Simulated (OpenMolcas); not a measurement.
**Ru²⁺ among point charges: CASSCF and CASPT2 levels and susceptibility**

How does a field of 6 point charges split the states of Ru²⁺, and what χT follows?

Program: OpenMolcas 26.06. Level of theory: state-averaged CASSCF and CASPT2, spin-orbit coupling by RASSI with atomic mean-field integrals. These are calculated values, not measurements, unless marked.

## Step 1: The system

```
Species                           : Ru²⁺ (ruthenium, Z = 44, 42 electrons)
Basis                             : ANO-RCC-VDZP [6s5p3d1f], 43 functions
Scalar Hamiltonian                : DKH2, point nucleus
Inactive shells                   : 1s 2s 2p 3s 3p 3d 4s 4p
Active space                      : 6 electrons in 5 orbitals (4d)
Some configurations of this space : 4d⁶
Orbitals                          : optimised for each spin and parity, averaged over all roots
```

The outer shells:

4d6
```
4d [↑↓][↑ ][↑ ][↑ ][↑ ]
```

The ion sits among 6 point charges of -1.5 e arranged as an octahedron (Oh), 1.81 Å from the ion.

Each step is its own input file, run in one work folder so that later steps find the files of earlier ones. Labels, J, g values, rates, χT and fits are worked out afterwards by a script from the matrices that RASSI stores. The input lists half of the charges; inversion (Group=XYZ) makes the rest.

## Step 2: One- and two-electron integrals

a.inp

```
&GATEWAY
Coord
1

Ru 0.0 0.0 0.0
Basis=ANO-RCC-VDZP
Group=XYZ
NoMove
AngMom=0.0 0.0 0.0
AMFI
XField
3 Angstrom 0
1.810000 0.000000 0.000000 -1.500000
0.000000 1.810000 0.000000 -1.500000
0.000000 0.000000 1.810000 -1.500000
&SEWARD
```

Run with:

```
$ OMP_NUM_THREADS=1 MOLCAS_MEM=1689 MOLCAS_PROJECT=a pymolcas a.inp > a.log
```

## Step 3: Reference wave functions, quintets of even parity, 5 roots

a.inp

```
&RASSCF
FileOrb=start.orb
Symmetry=1
Spin=5
nActEl=6 0 0
Inactive=9 9
Ras2=5 0
CIRoot=5 5 1
SDav=5
CIMx=300
Iter=120 100
PrWF=0.3
OrbListing=Nothing
MaxOrb=0
>>> COPY $Project.JobIph JOB001
```

start.orb holds the contracted functions of the basis, ordered by shell, or the orbitals of the step before.

## Step 4: Reference wave functions, triplets of even parity, 45 roots

a.inp

```
&RASSCF
FileOrb=start.orb
Symmetry=1
Spin=3
nActEl=6 0 0
Inactive=9 9
Ras2=5 0
CIRoot=45 45 1
SDav=45
CIMx=300
Iter=120 100
PrWF=0.3
OrbListing=Nothing
MaxOrb=0
>>> COPY $Project.JobIph JOB002
```

## Step 5: Reference wave functions, singlets of even parity, 50 roots

a.inp

```
&RASSCF
FileOrb=start.orb
Symmetry=1
Spin=1
nActEl=6 0 0
Inactive=9 9
Ras2=5 0
CIRoot=50 50 1
SDav=50
CIMx=300
Iter=120 100
PrWF=0.3
OrbListing=Nothing
MaxOrb=0
>>> COPY $Project.JobIph JOB003
```

## Step 6: RASSI: spin-orbit coupling between the states

a.inp

```
&RASSI
NrOfJobIphs=3 5 45 50
1 2 3 4 5
1 2 3 4 5 6 7 8 9 10 11 12 13 14 15 16 17 18 19 20 21 22 23 24 25 26 27
28 29 30 31 32 33 34 35 36 37 38 39 40 41 42 43 44 45
1 2 3 4 5 6 7 8 9 10 11 12 13 14 15 16 17 18 19 20 21 22 23 24 25 26 27
28 29 30 31 32 33 34 35 36 37 38 39 40 41 42 43 44 45 46 47 48 49 50
IphNames
JOB001
JOB002
JOB003
EJob
SpinOrbit
DIPRint=1.0
SOCoupling=1000.0
Subsets=2
Property=9
'ANGMOM' 1 'ANGMOM' 2 'ANGMOM' 3 'MLTPL  1' 1 'MLTPL  1' 2 'MLTPL  1' 3
'AMFI' 1 'AMFI' 2 'AMFI' 3
SOProperty=3
'ANGMOM' 1 'ANGMOM' 2 'ANGMOM' 3
```

## Step 7: CASPT2: IPEA 0.25, imaginary shift 0.1 (closed shells correlated: 4s 4p)

a.inp

```
>>> COPY JOB001 $Project.JobIph
&CASPT2
Multistate=5 1 2 3 4 5
NoMult
Frozen=8 6
IPEA=0.25
Imaginary=0.1
MaxIter=60
WThr=0.0 0.3 0.05
PrWF=0.5
NoMix
>>> COPY JOB002 $Project.JobIph
&CASPT2
Multistate=45 1 2 3 4 5 6 7 8 9 10 11 12 13 14 15 16 17 18 19 20 21 22
23 24 25 26 27 28 29 30 31 32 33 34 35 36 37 38 39 40 41 42 43 44 45
NoMult
Frozen=8 6
IPEA=0.25
Imaginary=0.1
MaxIter=60
WThr=0.0 0.3 0.05
PrWF=0.5
NoMix
>>> COPY JOB003 $Project.JobIph
&CASPT2
Multistate=50 1 2 3 4 5 6 7 8 9 10 11 12 13 14 15 16 17 18 19 20 21 22
23 24 25 26 27 28 29 30 31 32 33 34 35 36 37 38 39 40 41 42 43 44 45 46
47 48 49 50
NoMult
Frozen=8 6
IPEA=0.25
Imaginary=0.1
MaxIter=60
WThr=0.0 0.3 0.05
PrWF=0.5
NoMix
```

(Steps that only read results are left out.)

Before running it: what results should come out? Wanted: spin-free ground state; first state of the same spin within the active space; lowest level; next level.

**Answer**, as computed:

| quantity | value |
| --- | --- |
| method | SS-CASPT2, IPEA 0.25, imaginary shift 0.1 (closed shells correlated: 4s 4p) |
| spin-free ground state | 1A1, 1-fold in its orbital part |
| first state of the same spin within the active space | 1T1 at 12600 cm⁻¹ |
| lowest level | 1-fold A1 |
| next level | 2294.1 cm⁻¹ |
| χT at 300 K | 0.13 cm³ K/mol |
| effective moment at 300 K | 1.01 μB |

Cost by method:

```tsv
method	time of its own steps	time with the reference
A. CASSCF	21 s	21 s
B. SS-CASPT2, IPEA 0.25, imaginary shift 0.1, +4s 4p	5.9 s	27 s
```

Times are of one thread on a shared host.

**Reading.** The spin-free ground state (1A1) comes to 53 % from free-ion G terms and has less than the highest spin computed. CASPT2 does not keep the components of a term degenerate, and the means are used. The field of point charges can differ much from that of real complexes. With metal d orbitals alone active, the gaps between spin states are rough; where two lie within a few thousand cm-1, their order is open. Point charges carry no covalency, so the field is a model and not that of real ligands.
